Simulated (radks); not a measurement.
# Fractional charge and spin in the 5p shell of promethium

One table from this session's results is given with a row withheld; the runs are named, their logs left out.

Method: scalar-relativistic Kohn-Sham, BLYP, spin-polarised, spherical densities, finite nucleus. Code: radks (a radial shooting solver on a logarithmic mesh, Libxc functionals) version 1.

## The system

* element: promethium (Z = 61)
* configuration: [Kr] 4d10 4f(up 2.5, down 2.5) 5s2 5p(up 3, down 3)
* nuclear rms radius: 4.962 fm

A shell typed twice in an input gives spin up, then spin down.

The first run:

The run's settings:

```text
Z 61
configuration [Kr] 4d10 4f2.5 4f2.5 5s2 5p3 5p3
relativity scalar-relativistic
functional b88,lyp
spin polarised
nucleus finite rms 4.962 fm
c 137.035999084
```

Steps of the session up to this table: 5p: up 3, down 3.

One of the session's tables, all rows but one given; the rest of the session is left out.

It belongs to the step «5p: up 3, down 3». Radial moments (bohr):

| level | <r> | outermost maximum (interpolated) | 90 % within | nodes |
| --- | --- | --- | --- | --- |
| 3p | 0.2588 | 0.234 | 0.387 | 1 |
| 3d | ? | ? | ? | ? |
| 4s | 0.5929 | 0.552 | 0.852 | 3 |
| 4p | 0.6279 | 0.576 | 0.913 | 2 |
| 4d | 0.6885 | 0.602 | 1.04 | 1 |
| 5s | 1.438 | 1.29 | 2.07 | 4 |
| 5p | 1.682 | 1.46 | 2.47 | 3 |
| 4f | 1.038 | 0.637 | 1.83 | 0 |

Estimate the missing values for 3d.

**Answer.** <r>: 0.2362; outermost maximum (interpolated): 0.192; 90 % within: 0.369; nodes: 0. In the column «<r>» it is the lowest.
